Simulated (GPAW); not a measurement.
The system is TeRu.

```
CELL_PARAMETERS angstrom
0.00000 3.11393 3.11393
3.11393 0.00000 3.11393
3.11393 3.11393 0.00000
ATOMIC_POSITIONS crystal
Ru 0.00000 0.00000 0.00000
Te 0.25000 0.25000 0.25000
```

The cell comes from a database or a generator and needn't be the stable form of this composition.

Alike in all runs: program GPAW 26.7.0; functional r2SCAN; potentials or basis GPAW PAW data sets (gpaw-data 1.2.1); cutoff 600 eV; basis pw; k mesh 5 × 5 × 5; occupations gaussian, width 0.05 eV; hubbard terms Ru d U = 6 eV.

**Question.** Only the start or the spin constraint differs. Which run ends lowest in energy?
A. collinear spin, ferromagnetic start of up to 1 μB
B. collinear spin, ferromagnetic start of up to 3 μB; fixed moment 3
C. collinear spin, zero start

**Answer.** A.

| start | free energy over the lowest (meV/atom) | net moment (μB) | site or absolute moments (μB) | gap |
| --- | --- | --- | --- | --- |
| collinear spin, ferromagnetic start of up to 1 μB | 0.0 | 2.00 | Ru +2.35; Te -0.33 | none (metal or under the smearing width) |
| collinear spin, ferromagnetic start of up to 3 μB; fixed moment 3 | 247.8 | 3.00 | Ru +2.80; Te -0.05 | - |
| collinear spin, zero start | 1461.8 | 0.00 | - | none (metal or under the smearing width) |

The spin-polarised runs without a constraint all converged, yet they end up to 1462 meV/atom apart: a converged run can sit in a state that isn't the lowest. Runs with fixed or held moments lie higher by the price of the constraint. A still lower state may exist.

Caveats: the U is typed as a test and isn't derived for this compound; the total moment is fixed, so each spin has its own Fermi level (some runs).
